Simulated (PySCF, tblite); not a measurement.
# C₄H₁₁AsOSi: geometry, infrared bands and NMR shifts

What infrared bands and NMR shifts should C₄H₁₁AsOSi (`C[C@@H]([SiH3])[C@@H]([AsH2])C=O`) show?

The runs use tblite 0.8.0 and PySCF 2.14.0, with density-fitted response routines of our own; the level of theory stands in each step. All values are computed, except where a source is named. Atoms count from 0, in the outputs and in this text.

## 1. The starting structure

18 atoms, charge 0, multiplicity 1; geometry from: force field or distance geometry start.

Bonds of the start (Å): C0–C1 1.51, C1–Si2 1.85, C1–C3 1.49, C3–As4 1.94, C3–C5 1.49, C5–O6 1.23, C0–H7 1.12, C0–H8 1.11, C0–H9 1.10, C1–H10 1.13, Si2–H11 1.48, Si2–H12 1.45, Si2–H13 1.48, C3–H14 1.14, As4–H15 1.57, As4–H16 1.57, C5–H17 1.08.

## 2. Geometry optimisation with GFN2-xTB

The job: settings as JSON, then the geometry in Å.

```
{"job": {"kind": "relax", "xc": "GFN2-xTB", "basis": "xTB"}, "charge": 0, "multiplicity": 1}
C      1.035800    -1.601500     0.152100
C      0.514800    -0.190000     0.259800
Si     1.524000     0.864900    -0.882400
C     -0.959700    -0.019200     0.141900
As    -1.599300     1.809000     0.312900
C     -1.574300    -0.701700    -1.028400
O     -2.433700    -1.567300    -0.857800
H      1.908300    -1.668200     0.856000
H      0.315200    -2.376800     0.487300
H      1.437300    -1.789900    -0.856200
H      0.800300     0.138000     1.303400
H      1.723800     2.195400    -0.261300
H      0.965900     0.962000    -2.218100
H      2.858700     0.244000    -0.983900
H     -1.405200    -0.557700     1.039400
H     -3.076400     1.907900    -0.204400
H     -0.740100     2.841700    -0.490100
H     -1.304200    -0.484200    -2.046400
```

Launch:

```bash
$ OMP_NUM_THREADS=1 python probes_run.py task.json out
```

This one command runs all jobs of the session in turn.

**Question.** This job is followed by: GFN2-xTB harmonic vibrations, gas phase; GIAO PBE0/pcSseg-1 NMR shielding, non-relativistic, gas phase. What will the session give for the following? strongest single infrared mode (GFN2-xTB); zero-point energy (GFN2-xTB); ¹³C shifts against TMS (PBE0/pcSseg-1); ¹H shifts against TMS (PBE0/pcSseg-1, means over atoms taken as alike); ²⁹Si shifts against TMS (PBE0/pcSseg-1); ⁷⁵As shifts against AsH3 (PBE0/pcSseg-1); ¹⁷O shifts against H2O (PBE0/pcSseg-1).

**Answer**, as computed:

| quantity | value |
| --- | --- |
| strongest single infrared mode (GFN2-xTB) | 1928 cm⁻¹, 631 km/mol |
| zero-point energy (GFN2-xTB) | 81.0 kcal/mol |
| ¹³C shifts against TMS (PBE0/pcSseg-1) | 198.2, 51.7, 22.9, 20.3 ppm |
| ¹H shifts against TMS (PBE0/pcSseg-1, means over atoms taken as alike) | 9.76, 4.01, 3.19, 2.97, 1.54, 1.33 ppm |
| ²⁹Si shifts against TMS (PBE0/pcSseg-1) | -73.5 ppm |
| ⁷⁵As shifts against AsH3 (PBE0/pcSseg-1) | 358 ppm |
| ¹⁷O shifts against H2O (PBE0/pcSseg-1) | 625.9 ppm |

What this shows: The optimisation took 150 steps and gained 1.373 eV; among the close pairs (by a distance rule), C3–As4 changed most, from 1.944 to 2.018 Å. All 48 modes are real, so the xTB geometry is a minimum. The strongest single mode, at 1928 cm⁻¹, moves mainly H16. GFN2-xTB is a fitted tight-binding method: band positions and strengths are rough. Its intensities can rank the bands wrongly. C5 (aldehyde carbonyl carbon) lies farthest downfield among carbon, at 198.2 ppm; the double bond to the heteroatom, with no lone-pair donor beside it, deshields it most. H17 (hydrogen on an aldehyde carbonyl carbon) lies farthest downfield among hydrogen, at 9.76 ppm; deshielded by the polar, anisotropic C=O bond. At PBE0/pcSseg-1: The widest tensor belongs to O6: span 1160 ppm, with a paramagnetic part of -686 ppm. Spin-orbit coupling is left out, which matters for shieldings and couplings at and beside the heavy atoms.
